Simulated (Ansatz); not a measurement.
Crystal: Hf2Pd2Se2Br2O3.

```
Hf Pd Se Br O
1.0
     7.58666   -1.70971   -1.17576
     7.58666    1.70971   -1.17576
    -2.02446    0.00000   13.05155
Hf Pd Se Br O
2 2 2 2 3
Direct
  0.94514 0.94514 0.06144
  0.60628 0.60628 0.28309
  0.17920 0.17920 0.50964
  0.32286 0.32286 0.74307
  0.92232 0.92232 0.84566
  0.78991 0.78991 0.58800
  0.58645 0.58645 0.04520
  0.24604 0.24604 0.28651
  0.59701 0.59701 0.42127
  0.38554 0.38554 0.07302
  0.03094 0.03094 0.22169
```

The cell was built by a generator and needn't be a form met in nature.

Base run:

| Quantity | Value |
| --- | --- |
| Program | Ansatz 0.2.0 |
| Functional | revPBE |
| Potentials or basis | Ansatz PAW |
| Cutoff | 420 eV |
| Density cutoff | 1680 eV |
| k mesh | 8 × 8 × 2 |
| Occupations | fermi-dirac, width 0.05 eV |
| Spin | no spin polarisation |

Its results: band gap on the k mesh 0.85 eV, indirect (least direct gap 0.89 eV); pressure 1.2 GPa; largest force 0.179 eV/Å.

**Question.** The run is repeated on the same cell with these changes: functional from revPBE to r2SCAN; cutoff from 420 eV to 500 eV; density cutoff from 1680 eV to 2000 eV. What comes out?

**Answer.** Band gap on the k mesh 0.99 eV, indirect (least direct gap 1.01 eV); pressure -1.5 GPa; largest force 0.521 eV/Å.

r2SCAN gives the wider gap, since meta-GGAs in the generalised Kohn-Sham scheme recover part of the derivative discontinuity.

Caveats: the k mesh misses the band edges, so the gap on the mesh is wider than the one along the path; spin-orbit coupling is left out, which moves the levels of the heavy elements; the PAW data sets come from PBE, with cores solved anew for the run's functional, which leaves a small shift of forces and pressure; the potentials were made for another functional, which shifts forces and pressure (some runs).

Not every run made on this cell is shown here.
